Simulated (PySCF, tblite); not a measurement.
# C₄H₅F₃Se: a rotation path, then NMR shifts on frames

Aim: move C₄H₅F₃Se (`FC(F)=C(F)CC[SeH]`) away from its starting geometry and see how NMR shifts follow the geometry.

Computed with tblite 0.8.0 and PySCF 2.14.0, with density-fitted response routines of our own, on a single molecule in the gas phase. Atoms are numbered from 0 throughout.

## (1) The molecule as given

13 atoms, charge 0, multiplicity 1; geometry from: GFN2-xTB.

Bonds of the start (Å): F0–C1 1.33, C1–F2 1.32, C1–C3 1.33, C3–F4 1.35, C3–C5 1.49, C5–C6 1.53, C6–Se7 1.97, C5–H8 1.09, C5–H9 1.09, C6–H10 1.09, C6–H11 1.09, Se7–H12 1.45.

## (2) A band between two rotamers with GFN2-xTB

The job: settings as JSON, then the geometry in Å.

```
{"job": {"kind": "neb", "xc": "GFN2-xTB", "basis": "xTB", "atoms": [4, 3, 5, 6], "turn": 120}, "charge": 0, "multiplicity": 1}
F      0.965985     0.122341     2.295659
C      1.679777     0.378983     1.203787
F      2.972851     0.408705     1.482647
C      1.123019     0.586840     0.017181
F      1.922671     0.834544    -1.037674
C     -0.338480     0.527728    -0.285954
C     -0.660531    -0.738693    -1.077795
Se    -2.551694    -0.803674    -1.626939
H     -0.901418     0.547626     0.648206
H     -0.607326     1.403467    -0.882239
H     -0.446175    -1.637142    -0.497572
H     -0.090352    -0.769776    -2.008000
H     -3.072716    -0.860463    -0.277771
```

Level: GFN2-xTB climbing-image nudged elastic band, gas phase.

The run is started by

```bash
OMP_NUM_THREADS=1 python probes_run.py task.json out
```

This one command runs all jobs of the session in turn.

The program printed:

```text
image   E - E0 / eV
  0      -0.0000
  1       0.0069
  2       0.0193
  3       0.0348
  4       0.0518
  5       0.0614
  6       0.0611
  7       0.0595
  8       0.0574
```

Run time: 5.6 s. Hardware: 1 thread, shared host.

The final band, with the dihedral F4–C3–C5–C6:

```csv
image,dihedral (°),energy (eV),energy (kcal/mol)
0,71,0.000,0.0
1,86,0.007,0.2
2,101,0.019,0.4
3,116,0.035,0.8
4,132,0.052,1.2
5,147,0.061,1.4
6,162,0.061,1.4
7,178,0.059,1.4
8,191,0.057,1.3
```

## (3) Shielding tensors: image 0, PBE0/pcSseg-1

The job: settings as JSON, then the geometry in Å.

```
{"job": {"kind": "nmr", "xc": "PBE0", "basis": "pcSseg-1", "pop": false}, "charge": 0, "multiplicity": 1}
F      0.966000     0.122300     2.295700
C      1.679800     0.379000     1.203800
F      2.972900     0.408700     1.482600
C      1.123000     0.586800     0.017200
F      1.922700     0.834500    -1.037700
C     -0.338500     0.527700    -0.286000
C     -0.660500    -0.738700    -1.077800
Se    -2.551700    -0.803700    -1.626900
H     -0.901400     0.547600     0.648200
H     -0.607300     1.403500    -0.882200
H     -0.446200    -1.637100    -0.497600
H     -0.090400    -0.769800    -2.008000
H     -3.072700    -0.860500    -0.277800
```

Method: GIAO PBE0/pcSseg-1 NMR shielding, non-relativistic, gas phase.

The program printed:

```text
coarse grid: 56312 points
cycle   1  E = -2855.3235914201  dE =  1.237e-01  |g| = 9.684e-01  |ddm| = 3.403e+00
cycle   2  E = -2855.2207325786  dE =  1.029e-01  |g| = 1.155e+00  |ddm| = 1.210e+00
cycle   3  E = -2855.4162438987  dE = -1.955e-01  |g| = 2.190e-01  |ddm| = 8.688e-01
cycle   4  E = -2855.4234921197  dE = -7.248e-03  |g| = 5.144e-02  |ddm| = 1.667e-01
cycle   5  E = -2855.4237945817  dE = -3.025e-04  |g| = 2.080e-02  |ddm| = 5.127e-02
cycle   6  E = -2855.4238720160  dE = -7.743e-05  |g| = 4.075e-03  |ddm| = 1.822e-02
cycle   7  E = -2855.4238747914  dE = -2.775e-06  |g| = 1.386e-03  |ddm| = 4.429e-03
final grid: 119584 points
cycle   8  E = -2855.4238386416  dE =  5.686e-07  |g| = 2.200e-03  |ddm| = 3.586e-03
cycle   9  E = -2855.4238368552  dE =  1.786e-06  |g| = 3.583e-03  |ddm| = 4.610e-03
cycle  10  E = -2855.4238396901  dE = -2.835e-06  |g| = 2.441e-04  |ddm| = 2.851e-03
cycle  11  E = -2855.4238397020  dE = -1.194e-08  |g| = 2.815e-05  |ddm| = 2.154e-04
cycle  12  E = -2855.4238397021  dE = -1.337e-10  |g| = 9.036e-06  |ddm| = 3.670e-05
converged SCF energy = -2855.4238397021

GIAO shielding tensors (ppm)
atom      isotropic    diamagn.    paramagn.     s11        s22        s33       span
  0 F      296.961     475.454    -178.494    252.602    302.061    336.219     83.617
  1 C       20.434     250.450    -230.016    -39.561     44.074     56.789     96.351
  2 F      278.783     469.167    -190.383    258.700    286.296    291.354     32.653
  3 C       48.733     252.016    -203.283     11.501     51.066     83.632     72.131
  4 F      364.612     471.741    -107.129    302.609    368.686    422.542    119.934
  5 C      148.270     249.137    -100.867    127.881    143.999    172.932     45.051
  6 C      159.275     246.363     -87.088    137.518    161.692    178.615     41.098
  7 Se    1776.388    2996.265   -1219.878   1372.698   1645.998   2310.468    937.770
  8 H       29.263      31.883      -2.620     23.987     30.229     33.573      9.586
  9 H       28.810      29.655      -0.845     23.799     29.778     32.853      9.054
 10 H       28.815      29.893      -1.077     21.708     29.276     35.461     13.753
 11 H       29.241      29.226       0.015     22.408     29.625     35.691     13.282
 12 H       29.798      29.164       0.634     20.669     27.011     41.715     21.046
```

Run time: 60 s. Hardware: 1 thread, shared host.

The references, computed at this level on geometries of the same kind, shield at (ppm): ¹H TMS 31.72, ¹³C TMS 186.9, ¹⁹F CFCl3 170.9, ⁷⁷Se Me2Se 1758. Their shielding less the atom's gives the shift. The references are single molecules in the gas phase, so shifts against H2O, NH3, PH3, H3PO4 or CFCl3 are not on the usual liquid scales and can be off by tens of ppm. Each atom is listed at this fixed geometry, with no averaging over motion; a spectrum would average atoms that exchange fast.

```
atoms                          environment  σ (ppm)  δ (ppm)
   C1      fully substituted alkene carbon     20.4    166.5
   C3      fully substituted alkene carbon     48.7    138.2
   C5                      allylic sp3 CH2    148.3     38.7
   C6                 sp3 CH2 bonded to Se    159.3     27.7
   H9       hydrogen on an allylic sp3 CH2    28.81     2.91
  H10  hydrogen on an sp3 CH2 bonded to Se    28.82     2.90
  H11  hydrogen on an sp3 CH2 bonded to Se    29.24     2.48
   H8       hydrogen on an allylic sp3 CH2    29.26     2.45
  H12   hydrogen on a selenium bonded to C    29.80     1.92
   F2                     vinylic fluorine    278.8   -107.8
   F0                     vinylic fluorine    297.0   -126.0
   F4                     vinylic fluorine    364.6   -193.7
  Se7              selenium bonded to C, H     1776      -18
```

## (4) Nuclear shieldings: image 2, PBE0/pcSseg-1

The job: settings as JSON, then the geometry in Å.

```
{"job": {"kind": "nmr", "xc": "PBE0", "basis": "pcSseg-1", "pop": false}, "charge": 0, "multiplicity": 1}
F      0.957900    -0.425300     2.007700
C      1.661800     0.235200     1.092800
F      2.936300     0.305900     1.438900
C      1.102100     0.742100     0.001300
F      1.877700     1.396800    -0.881800
C     -0.340600     0.604000    -0.370000
C     -0.626600    -0.791200    -0.923900
Se    -2.483600    -0.954500    -1.565800
H     -0.967300     0.779700     0.507500
H     -0.565800     1.361100    -1.123100
H     -0.465500    -1.554600    -0.162000
H     -0.003600    -1.013800    -1.792100
H     -3.087200    -0.685200    -0.276000
```

Level: GIAO PBE0/pcSseg-1 NMR shielding, non-relativistic, gas phase.

The program printed:

```text
coarse grid: 56312 points
cycle   1  E = -2855.3214536242  dE =  1.232e-01  |g| = 9.671e-01  |ddm| = 3.399e+00
cycle   2  E = -2855.2191522883  dE =  1.023e-01  |g| = 1.153e+00  |ddm| = 1.201e+00
cycle   3  E = -2855.4139209197  dE = -1.948e-01  |g| = 2.195e-01  |ddm| = 8.644e-01
cycle   4  E = -2855.4211504872  dE = -7.230e-03  |g| = 5.173e-02  |ddm| = 1.672e-01
cycle   5  E = -2855.4214514553  dE = -3.010e-04  |g| = 2.059e-02  |ddm| = 5.160e-02
cycle   6  E = -2855.4215269374  dE = -7.548e-05  |g| = 3.970e-03  |ddm| = 1.815e-02
cycle   7  E = -2855.4215295309  dE = -2.594e-06  |g| = 1.385e-03  |ddm| = 4.296e-03
final grid: 119584 points
cycle   8  E = -2855.4215808722  dE =  5.838e-07  |g| = 2.204e-03  |ddm| = 3.289e-03
cycle   9  E = -2855.4215790232  dE =  1.849e-06  |g| = 3.608e-03  |ddm| = 4.622e-03
cycle  10  E = -2855.4215819424  dE = -2.919e-06  |g| = 2.363e-04  |ddm| = 2.859e-03
cycle  11  E = -2855.4215819533  dE = -1.086e-08  |g| = 2.660e-05  |ddm| = 2.030e-04
cycle  12  E = -2855.4215819534  dE = -1.164e-10  |g| = 8.757e-06  |ddm| = 3.331e-05
converged SCF energy = -2855.4215819534

GIAO shielding tensors (ppm)
atom      isotropic    diamagn.    paramagn.     s11        s22        s33       span
  0 F      298.019     476.035    -178.017    256.544    309.829    327.684     71.139
  1 C       19.803     250.457    -230.654    -41.247     43.495     57.162     98.409
  2 F      276.090     469.254    -193.164    254.264    283.078    290.927     36.663
  3 C       47.909     251.851    -203.942      9.896     49.835     83.996     74.101
  4 F      354.586     470.103    -115.517    300.967    375.785    387.006     86.040
  5 C      147.557     249.960    -102.403    124.964    143.030    174.678     49.715
  6 C      159.237     246.220     -86.983    135.147    162.182    180.381     45.234
  7 Se    1771.658    2996.459   -1224.801   1358.156   1651.252   2305.566    947.410
  8 H       29.037      31.601      -2.564     24.229     30.195     32.687      8.457
  9 H       28.890      29.999      -1.108     23.751     30.197     32.724      8.973
 10 H       28.650      30.252      -1.602     21.317     29.035     35.597     14.280
 11 H       29.443      29.415       0.029     23.203     29.279     35.848     12.645
 12 H       29.776      29.192       0.584     20.695     27.121     41.511     20.816
```

It took 61 s on 1 thread, shared host.

This run: δ C1 167.1, C3 139.0, C5 39.4, C6 27.7, H10 3.07, H9 2.83 ppm.

## (5) Nuclear shieldings: image 5, PBE0/pcSseg-1

The job: settings as JSON, then the geometry in Å.

```
{"job": {"kind": "nmr", "xc": "PBE0", "basis": "pcSseg-1", "pop": false}, "charge": 0, "multiplicity": 1}
F      1.303900    -1.044800     1.451600
C      1.743600     0.087800     0.914400
F      2.976200     0.345600     1.325300
C      1.041900     0.850300     0.085100
F      1.633700     1.983800    -0.345900
C     -0.331900     0.628700    -0.466200
C     -0.669700    -0.839100    -0.684100
Se    -2.425400    -1.052000    -1.558600
H     -1.074200     1.086200     0.196900
H     -0.370700     1.168400    -1.416700
H     -0.707500    -1.394700     0.251400
H      0.047100    -1.315500    -1.354400
H     -3.171300    -0.504200    -0.445100
```

Method: GIAO PBE0/pcSseg-1 NMR shielding, non-relativistic, gas phase.

The program printed:

```text
coarse grid: 56312 points
cycle   1  E = -2855.3212792374  dE =  1.267e-01  |g| = 9.657e-01  |ddm| = 3.441e+00
cycle   2  E = -2855.2233344366  dE =  9.794e-02  |g| = 1.144e+00  |ddm| = 1.187e+00
cycle   3  E = -2855.4123637536  dE = -1.890e-01  |g| = 2.173e-01  |ddm| = 8.586e-01
cycle   4  E = -2855.4193250783  dE = -6.961e-03  |g| = 5.018e-02  |ddm| = 1.625e-01
cycle   5  E = -2855.4195995803  dE = -2.745e-04  |g| = 1.904e-02  |ddm| = 5.009e-02
cycle   6  E = -2855.4196656071  dE = -6.603e-05  |g| = 3.524e-03  |ddm| = 1.730e-02
cycle   7  E = -2855.4196675186  dE = -1.912e-06  |g| = 1.231e-03  |ddm| = 3.834e-03
final grid: 119584 points
cycle   8  E = -2855.4197019950  dE =  5.060e-07  |g| = 2.007e-03  |ddm| = 3.452e-03
cycle   9  E = -2855.4197003867  dE =  1.608e-06  |g| = 3.309e-03  |ddm| = 4.439e-03
cycle  10  E = -2855.4197029159  dE = -2.529e-06  |g| = 1.992e-04  |ddm| = 2.735e-03
cycle  11  E = -2855.4197029234  dE = -7.548e-09  |g| = 2.296e-05  |ddm| = 1.723e-04
cycle  12  E = -2855.4197029235  dE = -9.913e-11  |g| = 8.103e-06  |ddm| = 2.958e-05
converged SCF energy = -2855.4197029235

GIAO shielding tensors (ppm)
atom      isotropic    diamagn.    paramagn.     s11        s22        s33       span
  0 F      298.451     475.967    -177.517    262.517    302.181    330.654     68.136
  1 C       18.262     249.665    -231.402    -43.271     41.217     56.841    100.111
  2 F      272.782     469.113    -196.331    254.835    272.027    291.486     36.651
  3 C       48.368     251.384    -203.017     12.780     48.732     83.591     70.811
  4 F      346.162     469.908    -123.746    284.636    365.482    388.369    103.733
  5 C      147.620     250.089    -102.469    121.066    144.452    177.340     56.274
  6 C      162.629     246.182     -83.553    141.453    167.798    178.638     37.185
  7 Se    1774.362    2996.467   -1222.105   1342.438   1662.854   2317.794    975.356
  8 H       28.774      30.693      -1.919     23.550     30.270     32.502      8.952
  9 H       28.821      29.948      -1.127     23.297     30.551     32.615      9.318
 10 H       28.345      30.567      -2.222     19.595     28.679     36.760     17.164
 11 H       29.679      29.749      -0.070     23.463     29.361     36.212     12.749
 12 H       29.729      29.138       0.591     20.590     26.919     41.678     21.088
```

Wall time 62 s (1 thread, shared host).

This run: δ C1 168.7, C3 138.6, C5 39.3, C6 24.3, H10 3.37, H8 2.94 ppm.

## (6) NMR shieldings: image 6, PBE0/pcSseg-1

The job: settings as JSON, then the geometry in Å.

```
{"job": {"kind": "nmr", "xc": "PBE0", "basis": "pcSseg-1", "pop": false}, "charge": 0, "multiplicity": 1}
F      1.463800    -1.180000     1.210800
C      1.784000     0.056300     0.846000
F      2.980300     0.379100     1.316600
C      1.022600     0.861900     0.116500
F      1.520100     2.091200    -0.137300
C     -0.322400     0.625200    -0.492700
C     -0.698300    -0.842600    -0.605200
Se    -2.408600    -1.084900    -1.559100
H     -1.075200     1.165200     0.092900
H     -0.299900     1.088900    -1.484200
H     -0.803500    -1.314400     0.370500
H      0.037800    -1.395000    -1.190500
H     -3.204900    -0.450400    -0.530900
```

Level: GIAO PBE0/pcSseg-1 NMR shielding, non-relativistic, gas phase.

The program printed:

```text
coarse grid: 56312 points
cycle   1  E = -2855.3218937225  dE =  1.286e-01  |g| = 9.659e-01  |ddm| = 3.459e+00
cycle   2  E = -2855.2251855737  dE =  9.671e-02  |g| = 1.142e+00  |ddm| = 1.172e+00
cycle   3  E = -2855.4127398077  dE = -1.876e-01  |g| = 2.163e-01  |ddm| = 8.461e-01
cycle   4  E = -2855.4196195183  dE = -6.880e-03  |g| = 4.944e-02  |ddm| = 1.581e-01
cycle   5  E = -2855.4198844044  dE = -2.649e-04  |g| = 1.861e-02  |ddm| = 4.903e-02
cycle   6  E = -2855.4199483153  dE = -6.391e-05  |g| = 3.424e-03  |ddm| = 1.707e-02
cycle   7  E = -2855.4199501087  dE = -1.793e-06  |g| = 1.166e-03  |ddm| = 3.668e-03
final grid: 119584 points
cycle   8  E = -2855.4199094921  dE =  4.484e-07  |g| = 1.877e-03  |ddm| = 3.256e-03
cycle   9  E = -2855.4199080878  dE =  1.404e-06  |g| = 3.089e-03  |ddm| = 4.156e-03
cycle  10  E = -2855.4199102999  dE = -2.212e-06  |g| = 1.894e-04  |ddm| = 2.559e-03
cycle  11  E = -2855.4199103067  dE = -6.770e-09  |g| = 2.186e-05  |ddm| = 1.624e-04
cycle  12  E = -2855.4199103068  dE = -8.731e-11  |g| = 7.508e-06  |ddm| = 2.792e-05
converged SCF energy = -2855.4199103068

GIAO shielding tensors (ppm)
atom      isotropic    diamagn.    paramagn.     s11        s22        s33       span
  0 F      301.386     475.918    -174.532    264.634    303.178    336.346     71.712
  1 C       18.290     249.262    -230.972    -42.645     40.927     56.587     99.233
  2 F      273.247     469.114    -195.867    257.180    270.391    292.170     34.990
  3 C       48.763     251.658    -202.895     14.203     49.022     83.064     68.860
  4 F      349.676     470.412    -120.736    286.279    371.350    391.399    105.120
  5 C      147.741     249.897    -102.156    122.294    144.248    176.681     54.387
  6 C      163.122     246.218     -83.096    144.122    167.942    177.303     33.181
  7 Se    1774.165    2996.328   -1222.163   1342.387   1659.402   2320.707    978.320
  8 H       28.842      30.532      -1.690     23.620     30.308     32.598      8.978
  9 H       28.761      29.693      -0.932     23.373     30.509     32.402      9.029
 10 H       28.457      30.646      -2.189     19.977     28.968     36.426     16.449
 11 H       29.621      29.917      -0.296     23.116     29.535     36.213     13.097
 12 H       29.701      29.108       0.592     20.582     26.790     41.730     21.147
```

Wall time 58 s (1 thread, shared host).

This run: δ C1 168.6, C3 138.2, C5 39.2, C6 23.8, H10 3.26, H9 2.96 ppm.

## (7) NMR shieldings: image 8, PBE0/pcSseg-1

The job: settings as JSON, then the geometry in Å.

```
{"job": {"kind": "nmr", "xc": "PBE0", "basis": "pcSseg-1", "pop": false}, "charge": 0, "multiplicity": 1}
F      1.771400    -1.275200     0.720100
C      1.862900     0.050100     0.732700
F      2.961000     0.429100     1.371200
C      0.979900     0.876200     0.186400
F      1.232800     2.198300     0.293500
C     -0.283700     0.578600    -0.556800
C     -0.744800    -0.866600    -0.485700
Se    -2.426800    -1.122900    -1.486700
H     -1.055200     1.240700    -0.147900
H     -0.139400     0.871400    -1.602800
H     -0.912400    -1.193900     0.540600
H     -0.034500    -1.542400    -0.962300
H     -3.215600    -0.243000    -0.648900
```

Method: GIAO PBE0/pcSseg-1 NMR shielding, non-relativistic, gas phase.

The program printed:

```text
coarse grid: 56312 points
cycle   1  E = -2855.3223181217  dE =  1.253e-01  |g| = 9.654e-01  |ddm| = 3.468e+00
cycle   2  E = -2855.2266705840  dE =  9.565e-02  |g| = 1.139e+00  |ddm| = 1.166e+00
cycle   3  E = -2855.4129891361  dE = -1.863e-01  |g| = 2.159e-01  |ddm| = 8.386e-01
cycle   4  E = -2855.4198294406  dE = -6.840e-03  |g| = 4.884e-02  |ddm| = 1.563e-01
cycle   5  E = -2855.4200888459  dE = -2.594e-04  |g| = 1.842e-02  |ddm| = 4.896e-02
cycle   6  E = -2855.4201518187  dE = -6.297e-05  |g| = 3.390e-03  |ddm| = 1.696e-02
cycle   7  E = -2855.4201535803  dE = -1.762e-06  |g| = 1.131e-03  |ddm| = 3.540e-03
final grid: 119584 points
cycle   8  E = -2855.4201635627  dE =  4.149e-07  |g| = 1.810e-03  |ddm| = 2.942e-03
cycle   9  E = -2855.4201622598  dE =  1.303e-06  |g| = 2.977e-03  |ddm| = 4.012e-03
cycle  10  E = -2855.4201643130  dE = -2.053e-06  |g| = 1.814e-04  |ddm| = 2.468e-03
cycle  11  E = -2855.4201643193  dE = -6.259e-09  |g| = 2.106e-05  |ddm| = 1.561e-04
cycle  12  E = -2855.4201643193  dE = -7.503e-11  |g| = 7.422e-06  |ddm| = 2.634e-05
converged SCF energy = -2855.4201643193

GIAO shielding tensors (ppm)
atom      isotropic    diamagn.    paramagn.     s11        s22        s33       span
  0 F      303.527     475.810    -172.283    265.299    304.613    340.668     75.368
  1 C       18.542     249.219    -230.677    -42.044     41.152     56.516     98.560
  2 F      273.422     469.215    -195.793    257.817    269.829    292.621     34.804
  3 C       49.155     251.695    -202.540     13.858     50.816     82.790     68.933
  4 F      351.920     470.896    -118.976    288.612    372.249    394.899    106.288
  5 C      147.459     249.929    -102.471    122.286    143.490    176.600     54.314
  6 C      162.774     246.037     -83.263    145.436    165.745    177.141     31.705
  7 Se    1763.421    2996.301   -1232.880   1351.154   1625.136   2313.975    962.820
  8 H       29.183      30.905      -1.722     23.465     31.261     32.823      9.359
  9 H       28.425      29.323      -0.898     23.407     29.774     32.095      8.688
 10 H       28.623      30.472      -1.849     20.997     29.252     35.621     14.624
 11 H       29.414      30.002      -0.588     22.277     29.309     36.655     14.377
 12 H       29.758      29.144       0.614     20.687     26.842     41.745     21.058
```

It took 51 s on 1 thread, shared host.

Key values: δ C1 168.4, C3 137.8, C5 39.5, C6 24.2, H9 3.29, H10 3.09 ppm.

## (8) Run by run: NMR shifts

Shifts (ppm) of some atoms, chosen among heavy atoms and hydrogens apart, with basis size and wall time:

| frame | C6 | H10 | H8 | F2 | F0 | F4 | Se7 | functions | time |
| --- | --- | --- | --- | --- | --- | --- | --- | --- | --- |
| image 0 | 27.7 | 2.90 | 2.45 | -107.8 | -126.0 | -193.7 | -18 | 185 | 60 s |
| image 2 | 27.7 | 3.07 | 2.68 | -105.1 | -127.1 | -183.6 | -13 | 185 | 61 s |
| image 5 | 24.3 | 3.37 | 2.94 | -101.8 | -127.5 | -175.2 | -16 | 185 | 62 s |
| image 6 | 23.8 | 3.26 | 2.87 | -102.3 | -130.4 | -178.7 | -16 | 185 | 58 s |
| image 8 | 24.2 | 3.09 | 2.53 | -102.5 | -132.6 | -181.0 | -5 | 185 | 51 s |

## (9) Summary of results

```
                                          quantity                               value
                                           barrier  0.061 eV (1.4 kcal/mol) at image 5
                             end to end (GFN2-xTB)                            0.057 eV
   ¹³C shifts against TMS (PBE0/pcSseg-1, image 0)        166.5, 138.2, 38.7, 27.7 ppm
    ¹H shifts against TMS (PBE0/pcSseg-1, image 0)    2.91, 2.90, 2.48, 2.45, 1.92 ppm
 ¹⁹F shifts against CFCl3 (PBE0/pcSseg-1, image 0)          -107.8, -126.0, -193.7 ppm
⁷⁷Se shifts against Me2Se (PBE0/pcSseg-1, image 0)                             -18 ppm
                          range of the shift of F4                -193.7 to -175.2 ppm
```

What this shows: Along the band the dihedral turns by 120°, and the top (dihedral 147°) lies 1.4 kcal/mol above the start (GFN2-xTB, rough), so at room temperature this motion is fast. The top was not checked by a frequency run. Shifts at one fixed geometry are not the observed spectrum, which averages over the motion. In the first frame run (image 0): Shielding is most anisotropic at Se7 (span 938 ppm, paramagnetic term -1220 ppm). Across the 5 runs the shift of F4 moves most, between -193.7 (image 0) and -175.2 ppm (image 5). Spin-orbit coupling is left out, which matters for shieldings and couplings at and beside the heavy atoms.
